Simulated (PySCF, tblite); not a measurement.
**C5H13ClOSi2: geometry, infrared bands and NMR shifts**

Aim: predict the infrared bands and NMR shifts of C5H13ClOSi2 (`C[C@@H]1CC[Si@@](Cl)(O[SiH3])C1`).

Computed with tblite 0.8.0 and PySCF 2.14.0, with density-fitted response routines of our own, on a single molecule in the gas phase. Atoms are numbered from 0 throughout.

## (1) The starting structure

22 atoms, charge 0, multiplicity 1; geometry from: force field or distance geometry start.

Bonds of the start (Å): C0–C1 1.52, C1–C2 1.50, C2–C3 1.51, C3–Si4 1.88, Si4–Cl5 2.07, Si4–O6 1.69, O6–Si7 1.70, Si4–C8 1.88, C8–C1 1.50, C0–H9 1.10, C0–H10 1.11, C0–H11 1.12, C1–H12 1.08, C2–H13 1.12, C2–H14 1.10, C3–H15 1.12, C3–H16 1.09, Si7–H17 1.48, Si7–H18 1.47, Si7–H19 1.47, C8–H20 1.12, C8–H21 1.10.

## (2) Relaxing the molecule with GFN2-xTB

The job: settings as JSON, then the geometry in Å.

```
{"job": {"kind": "relax", "xc": "GFN2-xTB", "basis": "xTB"}, "charge": 0, "multiplicity": 1}
C     -2.774100     0.379200     0.631000
C     -1.586800     0.205900    -0.304100
C     -1.008000    -1.137600     0.005800
C      0.454200    -1.159600    -0.387700
Si     0.932500     0.390300     0.563700
Cl     0.973400    -0.039500     2.585500
O      2.311300     1.155300    -0.043200
Si     3.433700     0.138100    -0.806800
C     -0.634600     1.297700     0.074800
H     -3.522500    -0.427400     0.537300
H     -3.189800     1.388400     0.422200
H     -2.360700     0.435800     1.667600
H     -1.980800     0.266200    -1.310600
H     -1.533100    -1.951800    -0.550500
H     -1.081900    -1.321300     1.091800
H      0.975800    -2.047400     0.043700
H      0.568100    -1.045200    -1.462500
H      2.816000    -0.970100    -1.559200
H      4.166800     0.957000    -1.787800
H      4.402300    -0.307600     0.201000
H     -0.375800     1.833600    -0.872600
H     -0.996600     1.979100     0.859000
```

The run is started by

```sh
> OMP_NUM_THREADS=1 python probes_run.py task.json out
```

One launch serves the whole session: the jobs run in the order shown.

**Question.** This job is followed by: GFN2-xTB harmonic vibrations, gas phase; GIAO PBE0/pcSseg-1 NMR shielding, non-relativistic, gas phase. What will the session give for the following? strongest single infrared mode (GFN2-xTB); zero-point energy (GFN2-xTB); 13C shifts against TMS (PBE0/pcSseg-1); 1H shifts against TMS (PBE0/pcSseg-1, means over atoms taken as alike); 29Si shifts against TMS (PBE0/pcSseg-1); 35Cl shifts against HCl (PBE0/pcSseg-1); 17O shifts against H2O (PBE0/pcSseg-1).

As calculated:

| quantity | value |
| --- | --- |
| strongest single infrared mode (GFN2-xTB) | 1082 cm⁻¹, 719 km/mol |
| zero-point energy (GFN2-xTB) | 106.2 kcal/mol |
| 13C shifts against TMS (PBE0/pcSseg-1) | 37.9, 36.9, 28.6, 26.1, 21.8 ppm |
| 1H shifts against TMS (PBE0/pcSseg-1, means over atoms taken as alike) | 5.19, 1.85, 1.46, 1.11, 1.09, 0.99, 0.89, 0.77, 0.09 ppm |
| 29Si shifts against TMS (PBE0/pcSseg-1) | 22.9, -43.1 ppm |
| 35Cl shifts against HCl (PBE0/pcSseg-1) | 47 ppm |
| 17O shifts against H2O (PBE0/pcSseg-1) | 55.7 ppm |

What this shows: Relaxing lowered the energy by 1.173 eV in 134 steps; the close pair that moved most is Si4–O6, from 1.690 to 1.617 Å. No mode is imaginary among the 60: a minimum at this level. The strongest single mode, at 1082 cm⁻¹, moves mainly O6. Unscaled tight-binding wavenumbers are off by several per cent, some by more. Its intensities can rank the bands wrongly. At PBE0/pcSseg-1: Shielding is most anisotropic at Cl5 (span 194 ppm, paramagnetic term -246 ppm).
